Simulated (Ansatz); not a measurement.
Predict the output of the script below (the Python package of Ansatz (0.2.0)).

Script `zncu3_drho.py`:
```python
'''Density difference of ZnCu3 against its sublattices.'''

import warnings

import ansatz
import numpy as np

FUNCTIONAL = 'PBEsol'
FILLING = 'methfessel_paxton'
SMEARING_WIDTH = 0.05
CUTOFF_EV = 460
KGRID = (10, 10, 10)

VECTORS = np.array([
    [1.283438, 0.740993, 8.37764],
    [-1.283438, 0.740993, 8.37764],
    [0.0, -1.481987, 8.37764],
])
SITES = [
    ('Zn', (0.0, 0.0, 0.0)),
    ('Cu', (0.248497, 0.248497, 0.248497)),
    ('Cu', (0.5, 0.5, 0.5)),
    ('Cu', (0.751503, 0.751503, 0.751503)),
]


def make_crystal(cell):
    crystal = ansatz.Crystal(lattice=ansatz.Lattice.of(cell))
    for symbol, position in SITES:
        crystal = crystal.atom(symbol, position)
    return crystal

warnings.simplefilter('ignore', ansatz.DeckWarning)

# one cutoff and one grid for all runs, so that the fields can be subtracted
def solve(crystal):
    return (
        crystal.calculation()
        .functional(FUNCTIONAL)
        .occupations(FILLING, width=SMEARING_WIDTH)
        .basis(CUTOFF_EV, grid_basis='typed')
        .kpoints(*KGRID)
        .density()
        .run(threads=1)
    )


whole = solve(make_crystal(VECTORS))
difference = whole.density().channels[0].density_e_per_ang3.copy()
binding = whole.report['free_energy_ev']
for element in ['Zn', 'Cu']:
    part = ansatz.Crystal(lattice=ansatz.Lattice.of(VECTORS))
    for symbol, position in SITES:
        if symbol == element:
            part = part.atom(symbol, position)
    alone = solve(part)
    difference -= alone.density().channels[0].density_e_per_ang3
    binding -= alone.report['free_energy_ev']
    print(f'{element} sublattice: {alone.report["n_electrons"]:g} electrons, {alone.report["n_iterations"]} iterations')

voxel = abs(np.linalg.det(VECTORS)) / difference.size
print(f'energy of the crystal less its unpolarised sublattices: {binding / len(SITES):.4f} eV/atom')
print(f'net charge of the difference {difference.sum() * voxel:.5f} e, charge rearranged {0.5 * np.abs(difference).sum() * voxel:.3f} e')
print(f'extremes {difference.min():.4f} and {difference.max():.4f} e/A^3')
for (symbol, position) in SITES:
    index = tuple(int(round(p * n)) % n for p, n in zip(position, difference.shape))
    print(f'  change of the pseudo-density at the grid point nearest {symbol}: {difference[index]:+.4f} e/A^3')
```

```console
$ python zncu3_drho.py
Zn sublattice: 12 electrons, 7 iterations
Cu sublattice: 57 electrons, 11 iterations
energy of the crystal less its unpolarised sublattices: -0.4138 eV/atom
net charge of the difference 0.00000 e, charge rearranged 0.262 e
extremes -0.1068 and 0.0424 e/A^3
  change of the pseudo-density at the grid point nearest Zn: -0.0605 e/A^3
  change of the pseudo-density at the grid point nearest Cu: -0.0840 e/A^3
  change of the pseudo-density at the grid point nearest Cu: -0.0354 e/A^3
  change of the pseudo-density at the grid point nearest Cu: -0.0840 e/A^3
```

Notes:
- No spin polarisation was allowed.
- For a metal this k-point mesh is coarse: on a finer one energies can move by several to tens of meV an atom and pressures by half a GPa or more, differences at one mesh by less.
- Grid values close to the nuclei reflect the PAW or pseudopotential construction, not the all-electron fields.
- This cell is a computed structure, which may not be the phase found in nature.
- Charge moved counts every rearrangement, bonding and polarisation too, and is no transfer between atoms; the bare sublattices are artificial references. Values near the nuclei depend on the potentials.
- Run time: 28 s on 1 thread of Arm Neoverse V1, with other jobs on the host, peak memory 0.61 GiB.
